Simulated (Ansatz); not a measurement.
# Cl3Si: the cost of one run

All numbers are computed with the Python package of Ansatz 0.2.0. Level of theory: CAM-B3LYP/cc-pVDZ.

### 1 The system

Bond lengths: Cl1–Si2 2.025 Å, Si2–Cl3 2.026 Å, Si2–Cl4 2.025 Å. Angles: Cl1–Si2–Cl3 109.6°, Cl1–Si2–Cl4 109.7°, Cl3–Si2–Cl4 109.8°.

The script holds or builds the structure itself.

### 2 The code

run_tae.py reads:

```python
"""Energy to split Cl3Si into its atoms."""

from collections import Counter

import ansatz as az

config = {
    "basis_set": "cc-pVDZ",
    "xc": "cam_b3lyp",
}


def energy_of(molecule, charge=0, unpaired=0):
    calc = molecule.calculation().basis(gaussian=config["basis_set"]).functional(config["xc"])
    if charge:
        calc = calc.charge(charge)
    if unpaired:
        calc = calc.spin("collinear", total=unpaired)
    report = calc.run(threads=1, backend="cpu").report
    if report["published_state_doubts"]:
        print("  doubts:", report["published_state_doubts"])
    return report["free_energy_ev"]

mol = (
    az.Crystal.molecule()
    .atom("Cl", [-1.51288, -0.58591, 1.02461])
    .atom("Si", [0.11383, 0.38108, 0.30279])
    .atom("Cl", [1.68347, -0.89652, 0.22044])
    .atom("Cl", [-0.28442, 1.10136, -1.54785])
)

# Hund ground states
unpaired = {"Cl": 1, "Si": 2}
counts = Counter(site.symbol for site in mol.cartesian_sites)
atom_energy = {s: energy_of(az.Crystal.molecule().atom(s, (0, 0, 0)), 0, unpaired[s]) for s in counts}
whole = energy_of(mol, 0, 1)
for s, e in atom_energy.items():
    print(f"{s:2s} x{counts[s]}  {e:14.5f} eV")
print(f"Cl3Si: {whole:.5f} eV")
split = sum(counts[s] * e for s, e in atom_energy.items()) - whole
print(f"atomisation energy (no zero-point term): {23.060548 * split:.1f} kcal/mol, {split / sum(counts.values()):.3f} eV an atom")
```

### 3 Running it

Command:

```
$ python run_tae.py
```

**Question.** How long does this script take on 1 thread of Arm Neoverse V1, shared host, and how much memory does it need?

About 5.8 s, with a peak of 0.3 GiB.
